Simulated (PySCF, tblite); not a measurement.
# C7H13F: geometry, infrared bands and NMR shifts

Wanted: the infrared bands and NMR shifts of C7H13F (`C[C@@H]1[C@H](C)CC[C@@H]1F`), by calculation.

The runs use tblite 0.8.0 and PySCF 2.14.0, with density-fitted response routines of our own; the level of theory stands in each step. All values are computed, except where a source is named. Atoms count from 0, in the outputs and in this text.

## 1. The molecule as given

21 atoms, charge 0, multiplicity 1; geometry from: force field or distance geometry start.

Bonds of the start (Å): C0–C1 1.50, C1–C2 1.55, C2–C3 1.54, C2–C4 1.53, C4–C5 1.53, C5–C6 1.51, C6–F7 1.35, C6–C1 1.53, C0–H8 1.10, C0–H9 1.11, C0–H10 1.10, C1–H11 1.11, C2–H12 1.11, C3–H13 1.09, C3–H14 1.10, C3–H15 1.07, C4–H16 1.10, C4–H17 1.09, C5–H18 1.10, C5–H19 1.10, C6–H20 1.09.

## 2. Optimising the geometry with GFN2-xTB

The job: settings as JSON, then the geometry in Å.

```
{"job": {"kind": "relax", "xc": "GFN2-xTB", "basis": "xTB"}, "charge": 0, "multiplicity": 1}
C     -1.918000    -0.689000    -0.566100
C     -0.592700    -0.732900     0.144300
C     -0.065800     0.583700     0.768500
C     -0.610500     1.872500     0.114200
C      1.461300     0.514900     0.656800
C      1.780800    -0.860400     0.071700
C      0.555900    -1.198500    -0.747100
F      0.579100    -0.460600    -1.881600
H     -2.203200    -1.687900    -0.915200
H     -2.719300    -0.335700     0.112300
H     -1.902900    -0.029000    -1.440400
H     -0.684100    -1.464100     0.978700
H     -0.359100     0.612800     1.836500
H     -1.688100     1.950800     0.256100
H     -0.154000     2.755100     0.585500
H     -0.396700     1.898200    -0.938100
H      1.847200     1.298000    -0.018300
H      1.944400     0.654600     1.621600
H      1.921200    -1.580100     0.892200
H      2.701100    -0.831800    -0.525400
H      0.494400    -2.253600    -1.006400
```

On the command line:

```bash
$ OMP_NUM_THREADS=1 python probes_run.py task.json out
```

This one command runs all jobs of the session in turn.

**Question.** This job is followed by: GFN2-xTB harmonic vibrations, gas phase; GIAO PBE0/pcSseg-1 NMR shielding, non-relativistic, gas phase. What will the session give for the following? strongest single infrared mode (GFN2-xTB); zero-point energy (GFN2-xTB); ¹³C shifts against TMS (PBE0/pcSseg-1); ¹H shifts against TMS (PBE0/pcSseg-1, means over atoms taken as alike); ¹⁹F shifts against CFCl3 (PBE0/pcSseg-1).

**Answer**, as computed:

```
                                                              quantity                                                     value
                             strongest single infrared mode (GFN2-xTB)                                      2931 cm⁻¹, 71 km/mol
                                          zero-point energy (GFN2-xTB)                                            117.3 kcal/mol
                                ¹³C shifts against TMS (PBE0/pcSseg-1)             100.1, 47.6, 41.3, 36.0, 35.9, 17.3, 11.9 ppm
¹H shifts against TMS (PBE0/pcSseg-1, means over atoms taken as alike)  5.02, 2.29, 2.14, 1.85, 1.70, 1.67, 1.60, 1.18, 1.01 ppm
                              ¹⁹F shifts against CFCl3 (PBE0/pcSseg-1)                                                -200.7 ppm
```

**Reading.** Relaxing lowered the energy by 0.139 eV in 125 steps; the close pair that moved most is C6–F7, from 1.354 to 1.385 Å. No mode is imaginary among the 57: a minimum at this level. The strongest single mode, at 2931 cm⁻¹, moves mainly H20. GFN2-xTB is a fitted tight-binding method: band positions and strengths are rough. Its intensities can rank the bands wrongly. The most deshielded hydrogen is H20 (hydrogen on an sp3 CH bonded to F), at 5.02 ppm: its carbon carries F, hence the downfield position. At PBE0/pcSseg-1: Shielding is most anisotropic at F7 (span 88 ppm, paramagnetic term -104 ppm).
